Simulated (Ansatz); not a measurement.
# H2O3 (trioxidane) at MP2/cc-pVTZ

What is the electronic atomisation energy of H2O3 (trioxidane) at MP2/cc-pVTZ? 

Program for the calculation: Ansatz 0.2.0.

27 further runs of the same task are left out: 27 set aside as unsound or not needed.

### 1 Starting point

H2O3 has 5 atoms, charge 0, and is taken as a singlet. As SMILES, `OOO`. The coordinates come from a PBE0-D4/def2-TZVP relaxation. This is a higher conformer, about 11 kJ/mol above the lowest found by a separate search.

Bond lengths: O1–O2 1.403 Å, O2–O3 1.403 Å, O1–H4 0.968 Å, O3–H5 0.968 Å. Angles: O1–O2–O3 108.0°, O2–O1–H4 102.8°, O2–O3–H5 102.8°.

### 2 The energy at MP2/cc-pVTZ

File run.yaml:

```yaml
crystal:
  periodic: [false, false, false]
  atoms:
    - {symbol: O, position_ang: [-0.968320, -0.699970, -0.146130]}
    - {symbol: O, position_ang: [-0.133650, -0.043580, 0.770240]}
    - {symbol: O, position_ang: [1.173090, -0.066850, 0.261080]}
    - {symbol: H, position_ang: [-1.310410, 0.028200, -0.685190]}
    - {symbol: H, position_ang: [1.239280, 0.782200, -0.199990]}
basis:
  gaussian: {orbitals: cc-pVTZ}
correlation: {method: mp2, frozen_orbitals: {H: 0, O: 1}}
accuracy: high
```

Launch:

```bash
$ ansatz run run.yaml --threads 1 --pin off --max-ram 3480MiB --events-out events.jsonl --progress --plain --runs-dir runs
```

Standard output:

```text
Warning: RAYON_NUM_THREADS=1 ignored (pool sized by the plan → 1); use --threads N
Functional definition: HF
  name "HF"
  exchange = exact_x
  correlation = 0
2102 factors; integrals over basis functions are off by at most 3.0e-9 eV
mean field evaluation 1: about -6137.8861 eV, gradient 3.2e1 eV
mean field evaluation 2: about -6137.9023 eV, gradient 3.2e1 eV
mean field evaluation 4: about -6139.6826 eV, gradient 4.1e0 eV
mean field evaluation 8: about -6139.7299 eV, gradient 1.5e-1 eV
mean field evaluation 16: about -6139.7300 eV, gradient 2.9e-8 eV
mean field -6139.72997126 eV, -225.6309147853 hartree, gradient 2.9e-8 eV, S^2 0.000000; 0 other end points of the search recorded, 0 dependent functions left out
3 core orbitals not correlated: weight in the atoms' cores, before any rotation towards them, 1.000 or more for the frozen orbitals, at most 0.000 for the correlated occupied ones
reference -6139.72997126 eV, -225.6309147853 hartree; 10, 10 occupied and 105, 105 virtual orbitals, 2102 factors
second order -19.94745753 eV of doubles, -0.00000000 eV of singles
Total energy: -6159.67742879 eV, -226.3639703285 hartree
```

It took 4.8 s on 1 thread of Arm Neoverse V1, shared host; peak memory 0.29 GiB.

### 3 The H atom: a single-point energy at UHF/cc-pVTZ

File run.yaml:

```yaml
crystal:
  periodic: [false, false, false]
  atoms:
    - {symbol: H, position_ang: [0.000000, 0.000000, 0.000000]}
basis:
  gaussian: {orbitals: cc-pVTZ}
magnetization: {spin_polarized: true, initial_magnetization: 1}
hamiltonian: {xc: hf}
accuracy: high
```

Launch:

```bash
$ ansatz run run.yaml --threads 1 --pin off --max-ram 3480MiB --events-out events.jsonl --progress --plain --runs-dir runs
```

Standard output:

```text
Warning: RAYON_NUM_THREADS=1 ignored (pool sized by the plan → 1); use --threads N
[... 4 set-up lines as earlier in the session ...]
92 factors; integrals over basis functions are off by at most 8.9e-10 eV
mean field evaluation 1: about -13.5529 eV, gradient 1.7e0 eV
mean field evaluation 2: about -13.5529 eV, gradient 1.7e0 eV
mean field evaluation 4: about -13.6007 eV, gradient 2.7e-3 eV
mean field evaluation 8: about -13.6005 eV, gradient 1.7e-11 eV
mean field -13.60051782 eV, -0.4998098113 hartree, gradient 9.2e-10 eV, S^2 0.750000; 0 other end points of the search recorded, 0 dependent functions left out
reference -13.60051782 eV, -0.4998098113 hartree; 1, 0 occupied and 13, 14 virtual orbitals, 92 factors
Total energy: -13.60051782 eV, -0.4998098113 hartree
```

Wall time 0.04 s (1 thread of Arm Neoverse V1, shared host).

### 4 The O atom, same level

File job.yaml:

```yaml
crystal:
  periodic: [false, false, false]
  atoms:
    - symbol: O
      position_ang: [0.000000, 0.000000, 0.000000]
basis:
  gaussian: {orbitals: cc-pVTZ}
accuracy: high
correlation: {method: mp2, frozen_orbitals: {O: 1}}
magnetization: {spin_polarized: true, initial_magnetization: 2}
```

Launch:

```bash
$ ansatz run job.yaml --threads 1 --pin off --max-ram 3480MiB --events-out events.jsonl --progress --plain --runs-dir runs
```

Standard output:

```text
Warning: RAYON_NUM_THREADS=1 ignored (pool sized by the plan → 1); use --threads N
[... 4 set-up lines as earlier in the session ...]
299 factors; integrals over basis functions are off by at most 2.4e-9 eV
mean field evaluation 1: about -2035.4354 eV, gradient 8.6e0 eV
mean field evaluation 2: about -2035.4368 eV, gradient 8.6e0 eV
mean field evaluation 4: about -2035.7265 eV, gradient 8.3e-1 eV
mean field evaluation 8: about -2035.7316 eV, gradient 1.4e-3 eV
mean field evaluation 16: about -2035.7316 eV, gradient 3.7e-3 eV
mean field evaluation 32: about -2035.7316 eV, gradient 1.9e-8 eV
mean field -2035.73160512 eV, -74.8117566196 hartree, gradient 1.9e-8 eV, S^2 2.007200; 3 other end points of the search recorded, 0 dependent functions left out
1 core orbitals not correlated: weight in the atoms' cores, before any rotation towards them, 1.000 or more for the frozen orbitals, at most 0.000 for the correlated occupied ones
reference -2035.73160512 eV, -74.8117566196 hartree; 4, 2 occupied and 25, 27 virtual orbitals, 299 factors
second order -3.89519463 eV of doubles, -0.00000000 eV of singles
Total energy: -2039.62679974 eV, -74.9549023819 hartree
```

Run time: 0.14 s. Hardware: 1 thread of Arm Neoverse V1, shared host.

### 5 Outcome

Level: MP2/cc-pVTZ, 3 core orbitals frozen.

```
                                             quantity          value
                               molecule: total energy  -226.36397 Eh
molecule: correlation energy (3 core orbitals frozen)     -733.1 mEh
                                 H atom: total energy    -0.49981 Eh
                                         H atom: ⟨S²⟩          0.750
                                 O atom: total energy   -74.95490 Eh
   O atom: correlation energy (1 core orbital frozen)     -143.1 mEh
            O atom: ⟨S²⟩ of the reference determinant          2.007
                        electronic atomisation energy      13.596 eV
```

In words: Taking the molecule apart into free atoms costs 13.60 eV (314 kcal/mol), before zero-point energy and without spin-orbit coupling.
